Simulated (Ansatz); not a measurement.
# Gold, beta-Sn type under BLYP: from relaxation to bulk modulus

Aim: take gold in the beta-Sn type structure, relax it, solve it on a dense k-mesh, then scale the cell to 7 volumes from 88 to 112 % of the relaxed one and try a fit of the equation of state. Spin polarisation is left out. The k-meshes are 13×13×9 for the relaxation; 19×19×13 for the dense run; 13×13×9 for the volumes.

Computed with Ansatz 0.2.0 (DFT BLYP, plane waves (420 eV) with PAW, scalar-relativistic; PBE-made PAW files, unless a step says otherwise).

## Step 1: The starting structure

The structure is tetragonal, space group I4_1/amd (No. 141). Conventional cell: a = 5.072 Å, b = 5.072 Å, c = 2.769 Å, α = 90.00°, β = 90.00°, γ = 90.00°. Around Au (site symmetry -4m2) lie 6 Au at 2.63 to 2.77 Å.

As a file:

```
CELL_PARAMETERS angstrom
-2.53576 2.53576 1.38453
2.53576 -2.53576 1.38453
2.53576 2.53576 -1.38453
ATOMIC_POSITIONS crystal
Au 0.00000 0.00000 0.00000
Au 0.75000 0.25000 0.50000
```

## Step 2: Relaxing cell and atoms

File input.yaml:

```yaml
crystal:
  lattice:
    - [-2.5357611069, 2.5357611069, 1.3845255643]
    - [2.5357611069, -2.5357611069, 1.3845255643]
    - [2.5357611069, 2.5357611069, -1.3845255643]
  atoms:
    - { symbol: Au, position: [0.0, 0.0, 0.0] }
    - { symbol: Au, position: [0.75, 0.25, 0.5] }
hamiltonian:
  xc: blyp
  pseudopotentials:
    kind: paw
    azcp:
      Au: "pseudopotentials/Au.paw.azcp"
basis:
  ecutwfc: 420
  fft_grid_basis: typed
kpoints:
  mp_grid: { grid: [13, 13, 9], shift: [0, 0, 0] }
magnetization:
  spin_polarized: false
scf:
  occupations: { method: fermi_dirac, width: 0.1 }
relax:
  max_steps: 60
  f_tol: 0.01
  cell: {}
output:
  write_density: true
  write_potential: true
  elf: true
  volumetric_format: npy
```

The runs that follow: Single point on a dense mesh; Equation of state: 88 %; Equation of state: 92 %; Equation of state: 96 %; Equation of state: 100 %; Equation of state: 104 %; Equation of state: 108 %; Equation of state: 112 %.

Q: Predict the outcome of this session. Wanted: space group; conventional cell; volume; shortest distance; gap on the mesh; relative to fcc; V₀, B₀, B₀′.

**Answer**, as computed:

```
                      quantity                                              value
space group (spins left aside)                                      C2/c (No. 15)
             conventional cell  a = 2.829 Å, b = 7.661 Å, c = 3.885 Å, β = 90.11°
                        volume                                     21.054 Å³/atom
             shortest distance                                            2.829 Å
               gap on the mesh                       none (levels filled in part)
               relative to fcc                                        +4 meV/atom
                   V₀, B₀, B₀′                        21.047 Å³/atom, 90 GPa, 6.0
```

From the guessed start the volume grew by 18.2 % in 20 steps. The cell has left its prototype: it ends as C2/c. What follows belongs to that structure, not to the type named at the start. The mesh has less symmetry than the lattice, which may have let the distortion in. Against the reference form of gold (fcc, computed apart with the same settings) it stands 4 meV/atom higher. Levels at the Fermi energy are filled in part, as in a metal. The fitted modulus is 90 GPa; letting shape and positions relax at each volume could only lower it.
